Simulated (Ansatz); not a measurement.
# Si₄GeCl₁₂: a ladder of functionals and wavefunction methods

The task here is to estimate one member of a computed series from the others.

Method: functionals in def2-TZVPP, the program's frozen cores in correlated methods; program: Ansatz 0.2.0, Gaussian basis.

Plan: LDA (SPW92), PBE-D4, revPBE-D4, BLYP-D4, r2SCAN-D4, B97M-V, PBE0-D4, B3LYP-D4, r2SCANh-D4, r2SCAN0-D4, HSE06-D4, BHLYP-D4, CAM-B3LYP-D4, LC-ωPBE, ωB97X-V, ωB97M-V, B2PLYP, PBE-QIDH; CCSD(T)/def2-SVP; MP2/def2-TZVPP; MP2/def2-QZVPP; RPA on PBE.

### The geometry

All runs share one geometry, relaxed beforehand with PBE0-D4 in a triple-zeta def2 set.

SMILES `Cl[Si](Cl)(Cl)[Ge]([Si](Cl)(Cl)Cl)([Si](Cl)(Cl)Cl)[Si](Cl)(Cl)Cl`, 17 atoms, charge 0, spin multiplicity 1.

Atoms are counted from 1 here; the program's logs count them from 0.

Bond lengths: Cl1–Si2 2.034 Å, Si2–Cl3 2.034 Å, Si2–Cl4 2.034 Å, Si2–Ge5 2.371 Å, Ge5–Si6 2.371 Å, Ge5–Si10 2.371 Å, Ge5–Si14 2.371 Å, Si6–Cl7 2.034 Å, Si6–Cl8 2.034 Å, Si6–Cl9 2.034 Å, Si10–Cl11 2.034 Å, Si10–Cl12 2.034 Å, Si10–Cl13 2.034 Å, Si14–Cl15 2.034 Å, Si14–Cl16 2.034 Å, Si14–Cl17 2.034 Å. Angles: Cl1–Si2–Cl3 109.2°, Cl1–Si2–Cl4 109.2°, Cl1–Si2–Ge5 109.8°, Cl3–Si2–Cl4 109.2°, Cl3–Si2–Ge5 109.8°, Cl4–Si2–Ge5 109.8°, Si2–Ge5–Si6 109.5°, Si2–Ge5–Si10 109.5°, Si2–Ge5–Si14 109.5°, Si6–Ge5–Si10 109.5°, Si6–Ge5–Si14 109.5°, Si10–Ge5–Si14 109.4°, Ge5–Si6–Cl7 109.8°, Ge5–Si6–Cl8 109.7°, Ge5–Si6–Cl9 109.8°, Cl7–Si6–Cl8 109.2°, Cl7–Si6–Cl9 109.2°, Cl8–Si6–Cl9 109.2° and more.

The first run:

Contents of in.yaml:

```yaml
crystal:
  periodic: [false, false, false]
  atoms:
    - {symbol: Cl, position_ang: [-1.951988, 0.248254, 3.025194]}
    - {symbol: Si, position_ang: [-0.238037, 0.930378, 2.167770]}
    - {symbol: Cl, position_ang: [-0.316221, 2.959178, 2.041895]}
    - {symbol: Cl, position_ang: [1.346756, 0.393531, 3.324701]}
    - {symbol: Ge, position_ang: [-0.000649, -0.000405, 0.000150]}
    - {symbol: Si, position_ang: [-0.639728, -2.282913, 0.045768]}
    - {symbol: Cl, position_ang: [-2.668522, -2.430964, 0.040073]}
    - {symbol: Cl, position_ang: [0.089930, -3.166911, 1.726287]}
    - {symbol: Cl, position_ang: [0.103993, -3.238844, -1.588591]}
    - {symbol: Si, position_ang: [-1.383564, 1.178451, -1.522465]}
    - {symbol: Cl, position_ang: [-3.186709, 1.560564, -0.661860]}
    - {symbol: Cl, position_ang: [-1.667528, 0.064368, -3.200578]}
    - {symbol: Cl, position_ang: [-0.499554, 2.938609, -2.030966]}
    - {symbol: Si, position_ang: [2.260656, 0.173820, -0.690959]}
    - {symbol: Cl, position_ang: [3.008410, 1.986894, -0.150813]}
    - {symbol: Cl, position_ang: [2.378434, -0.021720, -2.712363]}
    - {symbol: Cl, position_ang: [3.364321, -1.292280, 0.186766]}
basis:
  gaussian: {orbitals: def2-TZVPP}
hamiltonian: {xc: lda}
output: {orbitals: {seedname: orbitals}}
```

The run is started by

```
ansatz run in.yaml --threads 11 --pin off --events-out ev --progress --plain --max-ram 174080MiB --backend cuda --devices 0, --max-vram 75GiB
```

Among the steps run: LDA; PBE-D4 (GGA); revPBE-D4 (GGA); BLYP-D4 (GGA); r2SCAN-D4 (meta-GGA); B97M-V (meta-GGA); PBE0-D4 (hybrid); B3LYP-D4 (hybrid); r2SCANh-D4 (hybrid); r2SCAN0-D4 (hybrid); HSE06-D4 (hybrid); BHLYP-D4 (hybrid); CAM-B3LYP-D4 (range-separated); LC-ωPBE (range-separated); ωB97X-V (range-separated); ωB97M-V (range-separated); B2PLYP (double hybrid); PBE-QIDH (double hybrid).

One table of the session follows, with a row left open; its other results are not shown here.

It belongs to the step «Orbital energies across the functionals». 

```
  functional  HOMO (eV)  LUMO (eV)  gap (eV)
 LDA (SPW92)      -7.57      -2.60      4.97
      PBE-D4      -7.42      -2.33      5.09
   revPBE-D4      -7.36      -2.22      5.14
     BLYP-D4      -7.26      -2.13      5.13
   r2SCAN-D4      -7.74      -2.17      5.57
      B97M-V      -7.82      -2.11      5.71
     PBE0-D4          ?          ?         ?
    B3LYP-D4      -8.37      -1.70      6.67
  r2SCANh-D4      -8.16      -1.91      6.25
  r2SCAN0-D4      -8.79      -1.51      7.28
    HSE06-D4      -8.21      -1.95      6.26
    BHLYP-D4      -9.65      -0.62      9.03
CAM-B3LYP-D4      -9.83      -0.50      9.33
     LC-ωPBE     -11.09       0.48     11.57
     ωB97X-V     -10.77       0.44     11.21
     ωB97M-V     -10.52       0.25     10.76
```

Q: Estimate the row for PBE0-D4 from the others.

As computed: HOMO (eV): -8.59; LUMO (eV): -1.59; gap (eV): 7.01. In the column «HOMO (eV)» it lies between r2SCAN0-D4 (-8.79) and B3LYP-D4 (-8.37).
